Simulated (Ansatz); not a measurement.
# C2H8S2Si: up Jacob's ladder to CCSD(T)

An exercise on one series of results from a longer session: the logs are not shown, and one member is left open.

Method: functionals in def2-TZVPP, the program's frozen cores in correlated methods; program: Ansatz 0.2.0, Gaussian basis.

The runs, in order: PBE-D4, r2SCAN-D4, PBE0-D4, B3LYP-D4, ωB97X-V, ωB97M-V, B2PLYP; CCSD(T)/def2-TZVPP; MP2/def2-QZVPP; extrapolation to the limit.

## The geometry

All runs share one geometry, relaxed beforehand with PBE0-D4 in a triple-zeta def2 set.

SMILES `[SiH3]CCSS`, 13 atoms, charge 0, spin multiplicity 1.

Atoms are counted from 1 here; the program's logs count them from 0.

Bond lengths: Si1–C2 1.886 Å, Si1–H6 1.489 Å, Si1–H7 1.485 Å, Si1–H8 1.489 Å, C2–C3 1.518 Å, C2–H9 1.096 Å, C2–H10 1.095 Å, C3–S4 1.814 Å, C3–H11 1.093 Å, C3–H12 1.096 Å, S4–S5 2.038 Å, S5–H13 1.348 Å. Angles: C2–Si1–H6 108.6°, C2–Si1–H7 112.4°, C2–Si1–H8 110.0°, H6–Si1–H7 108.1°, H6–Si1–H8 108.5°, H7–Si1–H8 109.2°, Si1–C2–C3 114.6°, Si1–C2–H9 108.6°, Si1–C2–H10 108.2°, C3–C2–H9 109.1°, C3–C2–H10 109.7°, H9–C2–H10 106.3°, C2–C3–S4 114.6°, C2–C3–H11 112.0°, C2–C3–H12 111.0°, S4–C3–H11 108.8°, S4–C3–H12 102.3°, H11–C3–H12 107.5° and more.

Coordinates:

```mol
C2H8S2Si
  3D, bonds by distance, orders not assigned

 13 12  0  0  0  0  0  0  0  0999 V2000
   -1.7651   -0.4757    0.0333 Si  0  0
   -0.2085    0.1534    0.8922 C   0  0
    1.0839   -0.4660    0.3927 C   0  0
    1.2998   -0.4170   -1.4075 S   0  0
    1.1604    1.5654   -1.8609 S   0  0
   -2.9370   -0.1878    0.9057 H   0  0
   -1.9934    0.1836   -1.2771 H   0  0
   -1.6757   -1.9478   -0.1689 H   0  0
   -0.3028   -0.0326    1.9677 H   0  0
   -0.1679    1.2405    0.7711 H   0  0
    1.9621   -0.0186    0.8648 H   0  0
    1.1102   -1.5413    0.6017 H   0  0
    2.4544    1.9089   -1.7001 H   0  0
  1  2  8  0
  2  3  8  0
  3  4  8  0
  4  5  8  0
  1  6  8  0
  1  7  8  0
  1  8  8  0
  2  9  8  0
  2 10  8  0
  3 11  8  0
  3 12  8  0
  5 13  8  0
M  END
```

The first run:

File in.yaml:

```yaml
crystal:
  periodic: [false, false, false]
  atoms:
    - {symbol: Si, position_ang: [-1.765097, -0.475725, 0.033272]}
    - {symbol: C, position_ang: [-0.208454, 0.153384, 0.892194]}
    - {symbol: C, position_ang: [1.083938, -0.465963, 0.392655]}
    - {symbol: S, position_ang: [1.299828, -0.416986, -1.407473]}
    - {symbol: S, position_ang: [1.160450, 1.565423, -1.860880]}
    - {symbol: H, position_ang: [-2.936999, -0.187766, 0.905730]}
    - {symbol: H, position_ang: [-1.993363, 0.183598, -1.277083]}
    - {symbol: H, position_ang: [-1.675741, -1.947770, -0.168868]}
    - {symbol: H, position_ang: [-0.302761, -0.032635, 1.967731]}
    - {symbol: H, position_ang: [-0.167911, 1.240468, 0.771147]}
    - {symbol: H, position_ang: [1.962076, -0.018645, 0.864832]}
    - {symbol: H, position_ang: [1.110181, -1.541296, 0.601693]}
    - {symbol: H, position_ang: [2.454354, 1.908912, -1.700147]}
basis:
  gaussian: {orbitals: def2-TZVPP}
hamiltonian: {xc: pbe, dispersion: d4}
output: {forces: true, orbitals: {seedname: orbitals}}
```

Started as:

```sh
> ansatz run in.yaml --threads 4 --pin off --events-out ev --progress --plain --max-ram 10444MiB
```

Among the steps run: PBE-D4 (GGA); r2SCAN-D4 (meta-GGA); PBE0-D4 (hybrid); B3LYP-D4 (hybrid); ωB97X-V (range-separated); ωB97M-V (range-separated); B2PLYP (double hybrid); CCSD(T) in def2-TZVPP; MP2 in def2-QZVPP.

One of the session's tables, all rows but one given; the rest of the session is left out.

```
            method  atomisation energy (kJ/mol)
            PBE-D4                       4416.5
         r2SCAN-D4                       4371.1
           PBE0-D4                       4367.3
          B3LYP-D4                       4353.0
           ωB97X-V                       4385.5
           ωB97M-V                       4383.5
            B2PLYP                       4288.1
     HF/def2-TZVPP                            ?
    MP2/def2-TZVPP                       4267.0
   CCSD/def2-TZVPP                       4176.2
CCSD(T)/def2-TZVPP                       4239.2
           MP2/CBS                       4387.9
       CCSD(T)/CBS                       4360.1
```

Q: Estimate the row for HF/def2-TZVPP from the others.

As computed: atomisation energy (kJ/mol): 3180.1. In the column «atomisation energy (kJ/mol)» it is the lowest.

Among the levels timed on like hardware and quicker than the yardstick, those that no quicker one beats, quickest first: PBE-D4 (4.1 s, +56.4 kJ/mol); PBE0-D4 (6 s, +7.2 kJ/mol); B3LYP-D4 (9.5 s, -7.1 kJ/mol).

B2PLYP carry no dispersion term (for B3LYP, D4 adds 58.5 kJ/mol).
